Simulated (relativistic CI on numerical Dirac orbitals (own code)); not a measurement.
# Sn XVIII (Sn¹⁷⁺): levels and lines

What are the lowest levels and the strongest lines of Sn¹⁷⁺? One CI run answers it; further runs change one setting each.

Program: relativistic CI on numerical Dirac orbitals (own code) version 4. Level of theory: Dirac-Coulomb-Breit CI, KLI orbitals optimised for each configuration, model QED (radiative potential, 1s self-energy scaled to tabulated hydrogen-like ionisation energies). These are calculated values, not measurements, unless marked.

### Step 1. The system

| Property | Result |
| --- | --- |
| ion | Sn¹⁷⁺ (Sn XVIII) |
| nuclear charge | 50 |
| electrons | 33 |
| isotope | A = 120 |
| first configuration typed | [Ar] 3d10 4s2 4p3 |

Outer shells as boxes (Hund's rule):

first configuration typed
```
[Ar] core
3d [↑↓][↑↓][↑↓][↑↓][↑↓]
4s [↑↓]
4p [↑ ][↑ ][↑ ]
```

### Step 2. CI with the chosen configurations

The run's settings:

```ini
atom Sn  Z=50  charge=17  electrons=33
nucleus A=120  rms_radius_fm=4.6519
hamiltonian dirac-coulomb  breit=on  qed=on  c_scale=1
orbitals kli  potential=per-configuration
slater_scale 1
correlation none
mixing on
configurations
  [Ar] 3d10 4s2 4p3
  [Ar] 3d10 4s 4p4
  [Ar] 3d10 4p5
  [Ar] 3d10 4s2 4p2 4d
  [Ar] 3d10 4s 4p3 4d
  [Ar] 3d10 4s2 4p2 4f
  [Ar] 3d10 4s 4p3 4f
  [Ar] 3d10 4p4 4d
  [Ar] 3d10 4s 4p2 4d2
  [Ar] 3d10 4s2 4p 4d 4f
  [Ar] 3d10 4s2 4p2 5s
  [Ar] 3d10 4p4 4f
  [Ar] 3d10 4s2 4p2 5p
  [Ar] 3d10 4p4 5s
  [Ar] 3d10 4s 4p2 4d 5s
  [Ar] 3d10 4s 4p3 5s
  [Ar] 3d10 4s2 4p2 5d
  [Ar] 3d10 4p3 4d 4f
  [Ar] 3d10 4s2 4p 4f 5s
  [Ar] 3d10 4s 4p3 5p
  [Ar] 3d10 4s 4p2 4f2
  [Ar] 3d10 4s2 4p2 5f
  [Ar] 3d10 4s2 4p2 5g
  [Ar] 3d10 4s2 4p2 6s
  [Ar] 3d10 4s 4p3 5d
  [Ar] 3d10 4s2 4p2 6p
  [Ar] 3d10 4s 4p2 5s2
  [Ar] 3d10 4s2 4p 4d2
  [Ar] 3d10 4s2 4d3
  [Ar] 3d10 4s 4p 4d3
  [Ar] 3d10 4s2 4d2 4f
  [Ar] 3d10 4s 4p 4d2 4f
  [Ar] 3d10 4s2 4d2 5s
  [Ar] 3d10 4p3 4d2
  [Ar] 3d10 4p2 4d3
  [Ar] 3d10 4p2 4d2 4f
  [Ar] 3d10 4p2 4d2 5s
  [Ar] 3d10 4s2 4p 4f2
  [Ar] 3d10 4s2 4d 4f2
  [Ar] 3d10 4s 4p 4d 4f2
  [Ar] 3d10 4s2 4f3
  [Ar] 3d10 4s 4p 4f3
  [Ar] 3d10 4s2 4f2 5s
  [Ar] 3d10 4p3 4f2
  [Ar] 3d10 4p2 4d 4f2
  [Ar] 3d10 4p2 4f3
  [Ar] 3d10 4p2 4f2 5s
  [Ar] 3d10 4s2 4p 4d 5s
  [Ar] 3d10 4s 4p 4d2 5s
  [Ar] 3d10 4s2 4d 4f 5s
  [Ar] 3d10 4s 4p 4d 4f 5s
  [Ar] 3d10 4s2 4d 5s2
  [Ar] 3d10 4s 4p2 4d 4f
  [Ar] 3d10 4p3 4d 5s
  [Ar] 3d10 4p2 4d 4f 5s
  [Ar] 3d10 4p2 4d 5s2
  [Ar] 3d10 4s2 4p 5s2
  [Ar] 3d10 4s 4p 4d 5s2
  [Ar] 3d10 4s2 4f 5s2
  [Ar] 3d10 4s 4p 4f 5s2
  [Ar] 3d10 4s 4p2 4f 5s
  [Ar] 3d10 4s 4p 4f2 5s
end
```

Launch:

```
> python run_levels.py task.json out
```

task.json lists these runs, among others, and the program works through them in turn.

### Step 3. Slater integrals scaled by 0.9

Changes to the settings of step 2:

```diff
@@ -4,3 +4,3 @@
 orbitals kli  potential=per-configuration
-slater_scale 1
+slater_scale 0.9
 correlation none
```

### Step 4. The first 3 configurations alone

The run's settings:

```ini
atom Sn  Z=50  charge=17  electrons=33
nucleus A=120  rms_radius_fm=4.6519
hamiltonian dirac-coulomb  breit=on  qed=on  c_scale=1
orbitals kli  potential=per-configuration
slater_scale 1
correlation none
mixing on
configurations
  [Ar] 3d10 4s2 4p3
  [Ar] 3d10 4s 4p4
  [Ar] 3d10 4p5
end
```

### Step 5. One common potential

The run's settings:

```ini
atom Sn  Z=50  charge=17  electrons=33
nucleus A=120  rms_radius_fm=4.6519
hamiltonian dirac-coulomb  breit=on  qed=on  c_scale=1
orbitals kli  potential=mean
slater_scale 1
correlation none
mixing on
configurations
  [Ar] 3d10 4s2 4p3
  [Ar] 3d10 4s 4p4
  [Ar] 3d10 4p5
  [Ar] 3d10 4s2 4p2 4d
  [Ar] 3d10 4s 4p3 4d
  [Ar] 3d10 4s2 4p2 4f
  [Ar] 3d10 4s 4p3 4f
  [Ar] 3d10 4p4 4d
  [Ar] 3d10 4s 4p2 4d2
  [Ar] 3d10 4s2 4p 4d 4f
  [Ar] 3d10 4s2 4p2 5s
  [Ar] 3d10 4p4 4f
  [Ar] 3d10 4s2 4p2 5p
  [Ar] 3d10 4p4 5s
  [Ar] 3d10 4s 4p2 4d 5s
  [Ar] 3d10 4s 4p3 5s
  [Ar] 3d10 4s2 4p2 5d
  [Ar] 3d10 4p3 4d 4f
  [Ar] 3d10 4s2 4p 4f 5s
  [Ar] 3d10 4s 4p3 5p
  [Ar] 3d10 4s 4p2 4f2
  [Ar] 3d10 4s2 4p2 5f
  [Ar] 3d10 4s2 4p2 5g
  [Ar] 3d10 4s2 4p2 6s
  [Ar] 3d10 4s 4p3 5d
  [Ar] 3d10 4s2 4p2 6p
  [Ar] 3d10 4s 4p2 5s2
  [Ar] 3d10 4s2 4p 4d2
  [Ar] 3d10 4s2 4d3
  [Ar] 3d10 4s 4p 4d3
  [Ar] 3d10 4s2 4d2 4f
  [Ar] 3d10 4s 4p 4d2 4f
  [Ar] 3d10 4s2 4d2 5s
  [Ar] 3d10 4p3 4d2
  [Ar] 3d10 4p2 4d3
  [Ar] 3d10 4p2 4d2 4f
  [Ar] 3d10 4p2 4d2 5s
  [Ar] 3d10 4s2 4p 4f2
  [Ar] 3d10 4s2 4d 4f2
  [Ar] 3d10 4s 4p 4d 4f2
  [Ar] 3d10 4s2 4f3
  [Ar] 3d10 4s 4p 4f3
  [Ar] 3d10 4s2 4f2 5s
  [Ar] 3d10 4p3 4f2
  [Ar] 3d10 4p2 4d 4f2
  [Ar] 3d10 4p2 4f3
  [Ar] 3d10 4p2 4f2 5s
  [Ar] 3d10 4s2 4p 4d 5s
  [Ar] 3d10 4s 4p 4d2 5s
  [Ar] 3d10 4s2 4d 4f 5s
  [Ar] 3d10 4s 4p 4d 4f 5s
  [Ar] 3d10 4s2 4d 5s2
  [Ar] 3d10 4s 4p2 4d 4f
  [Ar] 3d10 4p3 4d 5s
  [Ar] 3d10 4p2 4d 4f 5s
  [Ar] 3d10 4p2 4d 5s2
  [Ar] 3d10 4s2 4p 5s2
  [Ar] 3d10 4s 4p 4d 5s2
  [Ar] 3d10 4s2 4f 5s2
  [Ar] 3d10 4s 4p 4f 5s2
  [Ar] 3d10 4s 4p2 4f 5s
  [Ar] 3d10 4s 4p 4f2 5s
end
```

(Steps that only read results are left out.)

Before running it: what results should come out? Wanted: lowest level; first excitation; lowest level of the other parity; fastest E1 line; ionisation energy.

The runs gave:

| run | time | mean size of shift, levels followed (cm⁻¹) | lowest level | ionisation energy (eV) |
| --- | --- | --- | --- | --- |
| main run | 21 s | 0 | 4p3 [4p3/2] J=3/2° | 466.64 |
| Slater integrals scaled by 0.9 | 21 s | 3000 | 4p3 [4p3/2] J=3/2° | 466.46 |
| the first 3 configurations alone | 0.23 s | 20599 | 4p3 [4p3/2] J=3/2° | - |
| one common potential | 18 s | 18.0 | 4p3 [4p3/2] J=3/2° | - |

The tabulated theoretical ionisation energy (NIST) is 466 eV.

```
                                                                          quantity                                   value
                                                                      lowest level                      4p3 [4p3/2] J=3/2°
                                                                  first excitation  4p3 [4p1/2 4p3/2^2] J=3/2°, 65385 cm⁻¹
                                                  lowest level of the other parity               4s 4p4 4P5/2, 396676 cm⁻¹
                                                               levels in the model                                   11695
fastest E1 line (by rate) to the lowest level among the lowest 400 of 11695 levels             13.84 nm, from 4p2 4d 4P5/2
                                                                 ionisation energy                               466.64 eV
                                   ionisation energy, tabulated theoretical (NIST)                                  466 eV
```

What this shows: The lowest level is 4p3 [4p3/2] J=3/2°, 52 % pure in LS and 88 % in jj coupling; over the low levels the means are 64 and 73 %, so jj coupling describes them better. The ionisation energy agrees with the tabulated theoretical value within its uncertainty of 3 eV. The largest mover is «the first 3 configurations alone» (20599 cm⁻¹ on average). Lifetimes count radiative decay inside the model alone.
